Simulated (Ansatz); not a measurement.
# Cr2O3 (Eskolaite): the cost of one run

Method: DFT PBE, scalar-relativistic, plane waves, PAW, in Ansatz 0.2.0.

## 1. The starting structure

It takes space group R-3c (No. 167, trigonal). Conventional cell: a = 5.030 Å, b = 5.030 Å, c = 13.605 Å, α = 90.00°, β = 90.00°, γ = 120.00°. Cr (site symmetry 3) has 6 O at 1.98 to 2.04 Å as nearest neighbours. O (site symmetry 2) is surrounded by 4 Cr at 1.98 to 2.04 Å.

Coordinates:

```
CELL_PARAMETERS angstrom
2.51500 1.45204 4.53497
-2.51500 1.45204 4.53497
0.00000 -2.90407 4.53497
ATOMIC_POSITIONS crystal
Cr 0.35011 0.35011 0.35011
Cr 0.14989 0.14989 0.14989
Cr 0.64989 0.64989 0.64989
Cr 0.85011 0.85011 0.85011
O 0.55150 0.94850 0.25000
O 0.25000 0.55150 0.94850
O 0.94850 0.25000 0.55150
O 0.44850 0.05150 0.75000
O 0.75000 0.44850 0.05150
O 0.05150 0.75000 0.44850
```

An earlier run at PBE left this cell at 9.937 Å³/atom and -0.01 GPa (6×6×6 mesh).

## 2. Antiferromagnetic, in the cell as typed

input.yaml

```yaml
crystal:
  lattice:
    - [2.515001789, 1.4520369599, 4.5349651325]
    - [-2.515001789, 1.4520369599, 4.5349651325]
    - [0.0, -2.9040739198, 4.5349651325]
  atoms:
    - { symbol: Cr, position: [0.3501065282, 0.3501065282, 0.3501065282], spin: 3.0 }
    - { symbol: Cr, position: [0.1498934718, 0.1498934718, 0.1498934718], spin: -3.0 }
    - { symbol: Cr, position: [0.6498934718, 0.6498934718, 0.6498934718], spin: -3.0 }
    - { symbol: Cr, position: [0.8501065282, 0.8501065282, 0.8501065282], spin: 3.0 }
    - { symbol: O, position: [0.5515020646, 0.9484979354, 0.25] }
    - { symbol: O, position: [0.25, 0.5515020646, 0.9484979354] }
    - { symbol: O, position: [0.9484979354, 0.25, 0.5515020646] }
    - { symbol: O, position: [0.4484979354, 0.0515020646, 0.75] }
    - { symbol: O, position: [0.75, 0.4484979354, 0.0515020646] }
    - { symbol: O, position: [0.0515020646, 0.75, 0.4484979354] }
basis:
  ecutwfc: 420
  ecutrho_ratio: 4
kpoints:
  mp_grid: { grid: [6, 6, 6] }
hamiltonian:
  xc: pbe
scf:
  occupations: { method: gaussian, width: 0.05 }
  lower_state_search: "off"
output:
  forces: true
  stress: true
  eigenvalues: true
  populations: true
magnetization:
  spin_polarized: true
```

Run with:

```bash
ansatz run input.yaml --threads 4 --pin off --max-ram 10240MiB --backend cpu --events-out ev --progress --plain --runs-dir out
```

Q: Estimate wall time and peak memory on 4 threads of Intel Xeon at 2.70GHz, shared host.

About 19 s, with a peak of 0.66 GiB.
